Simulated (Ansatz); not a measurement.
# F2H6SSi2: the cost of one run

Program: Ansatz 0.2.0. Level of theory: RKS PBE/cc-pVDZ. These are calculated values, not measurements.

### 1 The structure to begin with

Bond lengths: Si1–Si2 2.600 Å, Si1–F3 1.597 Å, Si1–F4 1.633 Å, Si1–H5 1.439 Å, Si1–H6 1.634 Å, Si1–S7 2.528 Å, Si2–H8 1.455 Å, Si2–H9 1.455 Å, Si2–H10 1.462 Å, S7–H11 1.326 Å. Angles (14 of 22 angles, heavy atoms first): Si2–Si1–F3 103.1°, Si2–Si1–F4 81.0°, Si2–Si1–S7 91.1°, F3–Si1–F4 95.3°, F3–Si1–S7 89.3°, F4–Si1–S7 171.5°, Si1–Si2–H8 96.9°, Si1–Si2–H9 99.0°, Si1–Si2–H10 127.3°, Si2–Si1–H5 136.3°, Si2–Si1–H6 45.9°, F3–Si1–H5 120.5°, F3–Si1–H6 99.1°, F4–Si1–H5 96.7°.

Coordinates:

```xyz
11

Si   -0.7197    0.8365   -0.2801
Si    0.1576   -1.2647    0.9748
F    -0.9355    0.3036   -1.7702
F    -2.1398    0.2669    0.2899
H    -0.9521    2.2194    0.0416
H     0.7660    0.2192    0.0027
S     1.6378    1.5113   -0.8958
H    -0.3860   -0.9261    2.2816
H    -0.6161   -2.2842    0.2825
H     1.5453   -1.7060    1.1030
H     1.6425    0.8242   -2.0302
```

### 2 Pulling towards end A

Springs on the bonds that form and break draw the guess towards this end; the thresholds are loose.

Input file input.yaml:

```yaml
crystal:
  periodic: [false, false, false]
  atoms:
    - { symbol: Si, position_ang: [-0.7197, 0.8365, -0.2801] }
    - { symbol: Si, position_ang: [0.1576, -1.2647, 0.9748] }
    - { symbol: F, position_ang: [-0.9355, 0.3036, -1.7702] }
    - { symbol: F, position_ang: [-2.1398, 0.2669, 0.2899] }
    - { symbol: H, position_ang: [-0.9521, 2.2194, 0.0416] }
    - { symbol: H, position_ang: [0.766, 0.2192, 0.0027] }
    - { symbol: S, position_ang: [1.6378, 1.5113, -0.8958] }
    - { symbol: H, position_ang: [-0.386, -0.9261, 2.2816] }
    - { symbol: H, position_ang: [-0.6161, -2.2842, 0.2825] }
    - { symbol: H, position_ang: [1.5453, -1.706, 1.103] }
    - { symbol: H, position_ang: [1.6425, 0.8242, -2.0302] }
basis:
  gaussian: { orbitals: cc-pVDZ }
hamiltonian:
  xc: pbe
relax:
  f_tol: 0.15
  max_steps: 25
  restrain:
    - { distance: [0, 6], at: 3.46, k: 30.0 }
    - { distance: [5, 1], at: 2.72, k: 30.0 }
    - { distance: [0, 1], at: 2.22, k: 30.0 }
    - { distance: [5, 6], at: 1.36, k: 30.0 }
output:
  orbitals: {}
```

The run is started by

```bash
ansatz run input.yaml --threads 2 --pin off --max-ram 3072MiB --backend cpu --events-out ev --progress --plain --runs-dir out
```

**Question.** How long does this run take on 2 threads of AMD EPYC 7B13 (Zen 3), shared host, and how much memory does it need?

About 29 s, with a peak of 0.18 GiB.
